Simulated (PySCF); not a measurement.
# KSb−: bond curves at several levels of theory

An exercise on one series of results from a longer session: the logs are not shown, and one member is left open.

The runs use PySCF 2.14.0; K def2-SVPD, Sb def2-SVPD with ECP28, scalar-relativistic core potentials.

5 further runs of the same task are left out: 5 set aside as unsound or not needed.

Set-up of the first run:

Settings of the job:

- atoms: K, Sb
- charge: -1
- basis: K def2-SVPD, Sb def2-SVPD with ECP28
- Hamiltonian: scalar-relativistic core potentials
- basis functions: 59
- electrons treated: 43
- masses in u: 38.9637, 120.9038
- levels: PBE0, PBE, r²SCAN, MN15, BLYP, TPSSh, CAM-B3LYP
- grid: 80 radial by 434 angular points
- occupations: held fixed by the projection of orbital angular momentum
- dissociation limit: K + Sb−, each in its ground configuration
- starting distance in angstrom: 3.410
- values of 2S to try: 1, 3

The run is started by

```sh
$ OMP_NUM_THREADS=1 python dia.py task.json out
```

Among the steps run: Set-up; First curve: PBE0; PBE; r²SCAN (meta-GGA); MN15; BLYP; TPSSh (hybrid meta-GGA); CAM-B3LYP.

One table of the session follows, with a row left open; its other results are not shown here.

Energy (eV) from each level's lowest point:

```
R (Å)    PBE   BLYP  r²SCAN  TPSSh   PBE0
3.025  0.278  0.317   0.298  0.287  0.270
3.165  0.124  0.150   0.134  0.128  0.116
3.306  0.041  0.056   0.044  0.042  0.035
3.412  0.011  0.019   0.012  0.011  0.007
3.517  0.000  0.002   0.000  0.000  0.000
3.623  0.004  0.000   0.004  0.004  0.008
3.763  0.025  0.014   0.025  0.027  0.035
3.939      ?      ?       ?      ?      ?
4.150  0.133  0.105   0.138  0.139  0.159
4.431  0.224  0.186   0.235  0.237  0.264
```

**Question.** Estimate the row for R (Å) = 3.939.

Worked estimate for «PBE». A straight line through the neighbours (3.763, 0.025) and (4.150, 0.133) gives 0.025 + (0.133 − 0.025) × (3.939 − 3.763) / (4.150 − 3.763) = 0.074; a parabola fitted to 4 rows on both sides gives 0.071.

**Answer.** PBE: 0.068; BLYP: 0.049; r²SCAN: 0.070; TPSSh: 0.072; PBE0: 0.085. In «PBE» the line misses by +0.006 and the parabola by +0.003.

Caveats from the session: At some levels the lowest empty orbital lies below the highest filled one (the two can be of opposite spin).
